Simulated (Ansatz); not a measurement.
# YbNi2: the cost of one run

Method: reference: DFT r2SCAN, plane waves, PAW, scalar-relativistic, no spin polarisation, in Ansatz 0.2.0.

1 further run of the same task is left out (for a known fault of the program).

## 1. The structure to begin with

Symmetry: Fd-3m, No. 227, cubic system. Conventional cell: a = 7.058 Å, b = 7.058 Å, c = 7.058 Å, α = 90.00°, β = 90.00°, γ = 90.00°. Ni (site symmetry -3m) is surrounded by 6 Ni at 2.50 Å. Yb (site symmetry -43m) is surrounded by 12 Ni at 2.93 Å and 4 Yb at 3.06 Å.

As a file:

```xyz
6
Lattice="0.0000 3.5291 3.5291 3.5291 0.0000 3.5291 3.5291 3.5291 0.0000" Properties=species:S:1:pos:R:3 pbc="T T T"
Ni    4.4113    4.4113    4.4113
Ni    4.4113    2.6468    2.6468
Ni    2.6468    2.6468    4.4113
Ni    2.6468    4.4113    2.6468
Yb    0.0000    0.0000    0.0000
Yb    1.7645    1.7645    1.7645
```

## 2. Reference

input.yaml reads:

```yaml
crystal:
  lattice:
    - [0.0, 3.52905979, 3.52905979]
    - [3.52905979, 0.0, 3.52905979]
    - [3.52905979, 3.52905979, 0.0]
  atoms:
    - { symbol: Ni, position: [0.625, 0.625, 0.625] }
    - { symbol: Ni, position: [0.125, 0.625, 0.625] }
    - { symbol: Ni, position: [0.625, 0.625, 0.125] }
    - { symbol: Ni, position: [0.625, 0.125, 0.625] }
    - { symbol: Yb, position: [0.0, 0.0, 0.0] }
    - { symbol: Yb, position: [0.25, 0.25, 0.25] }
  symmetry: { tolerance: 0.0003 }
kpoints:
  mp_grid: { grid: [5, 5, 5], shift: [0, 0, 0] }
magnetization:
  spin_polarized: false
scf:
  occupations: { method: fermi_dirac }
hamiltonian:
  pseudopotentials: { kind: paw }
  xc: r2scan
basis:
  ecutwfc: 500
output:
  forces: true
  stress: true
  eigenvalues: true
  write_density: true
  write_potential: true
  elf: true
  volumetric_format: npy
```

The run is started by

```sh
> ansatz run input.yaml --threads 1 --pin off --max-ram 2560MiB --backend cpu --events-out ev --progress --plain --runs-dir out
```

Q: Estimate wall time and peak memory on 1 thread of Arm Neoverse V1, shared host.

About 21 s, with a peak of 0.68 GiB.
